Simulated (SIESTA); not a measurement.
The system is HfGe.

```xyz
2
Lattice="3.5008 0.0000 0.0000 0.0000 3.5008 0.0000 0.0000 0.0000 3.5008" Properties=species:S:1:pos:R:3 pbc="T T T"
Hf    0.0000    0.0000    0.0000
Ge    1.7504    1.7504    1.7504
```

The cell was built by a generator and needn't be a form met in nature.

| Property | Result |
| --- | --- |
| Program | SIESTA 5.4.2 |
| Task | relaxation of cell and atoms |
| Functional | LDA |
| Potentials or basis | PseudoDojo 0.4 standard (LDA files) |
| Basis | DZ (energy shift 0.01 Ry) |
| Grid cutoff | 1200 Ry |
| Energy shift | 0.01 Ry |
| k mesh | 6 × 6 × 6 |
| Occupations | fermi-dirac, width 0.05 eV |
| Spin | no spin polarisation |

At the start: pressure -21.3 GPa; volume 21.45 Å³/atom.

Task: How do energy, volume and symmetry change on relaxing?

Result: Over 10 steps the energy falls by 323.6 meV/atom and the volume is 17.42 Å³/atom (-18.8 %); space group Pm-3m (No. 221, to 0.05 Å).

Step by step:
```
step  energy change (eV)  largest force (eV/Å)  pressure (GPa)  volume (Å³)
   1              0.0000                0.0000          -21.31        42.91
   2             -0.0789                0.0000          -20.45        42.30
   3             -0.5693                0.0000           12.10        32.59
   4             -0.5773                0.0000           -8.93        37.16
   5             -0.6237                0.0000            6.34        33.55
   6             -0.6374                0.0000           -3.52        35.65
   7             -0.6458                0.0000            1.55        34.49
   8             -0.6469                0.0000           -0.59        34.96
   9             -0.6472                0.0000            0.13        34.80
  10             -0.6472                0.0000           -0.03        34.83
```

Final structure:
```
Hf Ge
1.0
     3.26587    0.00000    0.00000
     0.00000    3.26587    0.00000
     0.00000    0.00000    3.26587
Hf Ge
1 1
Direct
  0.00000 0.00000 0.00000
  0.50000 0.50000 0.50000
```

Caveat: the basis has no polarisation orbitals; semicore shells carry a single zeta, which can move pressures by several GPa and volumes by a few percent; the volume moved by over 15 % at a fixed basis, so the end points are rough; the basis of atomic orbitals isn't converged, which shifts pressures, moduli and gaps.
